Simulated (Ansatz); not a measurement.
CH8N2Si, SMILES CN[SiH2]N: vertical spin-state energies, run with the Python package of Ansatz (0.2.0).

`ch8n2si_spin.py`:
```python
'''Vertical spin-state energies of CH8N2Si.'''

from dataclasses import dataclass
import logging
import sys
import warnings

import ansatz as az
from ase import Atoms

logging.basicConfig(stream=sys.stdout, format='%(levelname)s:%(name)s:%(message)s')
log = logging.getLogger('run')
log.setLevel(logging.INFO)


@dataclass
class Settings:
    basis_set: str = 'def2-SVPD'
    xc: str = 'pbe0'


opts = Settings()


def main() -> None:
    warnings.simplefilter('ignore', az.DeckWarning)

    atoms = Atoms(['C', 'N', 'Si', 'N', 'H', 'H', 'H', 'H', 'H', 'H', 'H', 'H'], positions=[
        (-1.3596, 0.9446, 0.4205),
        (-0.509, 0.0521, -0.247),
        (0.9113, -0.4929, 0.4107),
        (1.7915, -0.8826, -1.0191),
        (-2.2427, 1.2126, -0.2767),
        (-0.9074, 1.9517, 0.6403),
        (-1.7948, 0.5733, 1.3368),
        (-1.0043, -0.7435, -0.5336),
        (0.6794, -1.6881, 1.2581),
        (1.6528, 0.6147, 1.1106),
        (1.1277, -1.5545, -1.4989),
        (1.7321, -0.0427, -1.5677),
    ])
    geometry = az.Crystal.molecule_from_ase(atoms)

    base = (
        geometry.calculation()
        .basis(gaussian=opts.basis_set)
        .functional(opts.xc)
    )
    found = {}
    for unpaired in [0, 2]:
        summary = base.spin('collinear', total=unpaired).run(threads=1).report
        s = unpaired / 2
        found[unpaired] = summary['free_energy_ev']
        log.info(f'2S+1 = {unpaired + 1}: E = {found[unpaired]:.5f} eV, <S^2> = {abs(summary["mean_field"]["state"]["spin_squared"]):.3f} (pure state {s * (s + 1):.2f})')
    lowest = min(found, key=found.get)
    for unpaired, e in found.items():
        log.info(f'multiplicity {unpaired + 1}: {96.485332 * (e - found[lowest]):.1f} kJ/mol above the lowest')


if __name__ == '__main__':
    main()
```

Which spin state is lowest at this geometry, and how far above lie the others?

In order: multiplicity 1 (+0.00 eV) and multiplicity 3 (+5.68 eV), all at the one geometry.

What the script printed:

```console
$ python ch8n2si_spin.py
INFO:run:2S+1 = 1: E = -12011.99945 eV, <S^2> = 0.000 (pure state 0.00)
INFO:run:2S+1 = 3: E = -12006.32022 eV, <S^2> = 2.008 (pure state 2.00)
INFO:run:multiplicity 1: 0.0 kJ/mol above the lowest
INFO:run:multiplicity 3: 548.0 kJ/mol above the lowest
```

Caveats:
- Total energies depend on the basis set; only differences at equal settings carry meaning.
- The geometry is a force-field or estimated start, not a minimum of this method, and the basis set is short of its limit. All parts are taken at fixed geometry, without zero-point energy.
- The whole script took 22 s on 1 thread of Intel(R) Xeon(R) Processor @ 2.30GHz, on a shared host, peak memory 0.67 GiB.
